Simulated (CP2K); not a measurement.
The system is SiF.

```xyz
2
Lattice="4.1936 0.0000 0.0000 3.3390 2.5371 0.0000 3.3390 1.1247 2.2743" Properties=species:S:1:pos:R:3 pbc="T T T"
Si    5.4358    1.8309    1.1371
F     0.0000    0.0000    0.0000
```

The cell was built by a generator and needn't be a form met in nature.

Base run:

| Property | Result |
| --- | --- |
| Program | CP2K 2026.2 |
| Functional | PBE |
| Potentials or basis | POTENTIAL_UZH Si GTH-PBE-q4, F GTH-PBE-q7; TZVP-MOLOPT-PBE-GTH basis |
| Density cutoff | 14966 eV |
| k mesh | 12 × 12 × 12 |
| Occupations | fermi-dirac, width 0.05 eV |
| Spin | no spin polarisation |

Its results: band gap on the k mesh none (metal or under the smearing width); pressure -0.1 GPa.

Q: After a change of settings the same cell gave: band gap on the k mesh none (metal or under the smearing width); pressure -1.0 GPa. Which change was it?
A. density cutoff from 14966 eV to 10204 eV; ngrids from 4 to 5; cutoff of the grids from 1100 Ry to 750 Ry
B. functional from PBE to RPBE
C. functional from PBE to LDA
D. functional from PBE to SCAN

A: D.

Caveats: the basis of atomic orbitals isn't converged, which shifts pressures, moduli and gaps; an odd number of electrons without spin polarisation forces a metal; a magnetic or distorted state may lie lower; the potentials were made for another functional, which shifts forces and pressure (some runs).

Not every run made on this cell is shown here.
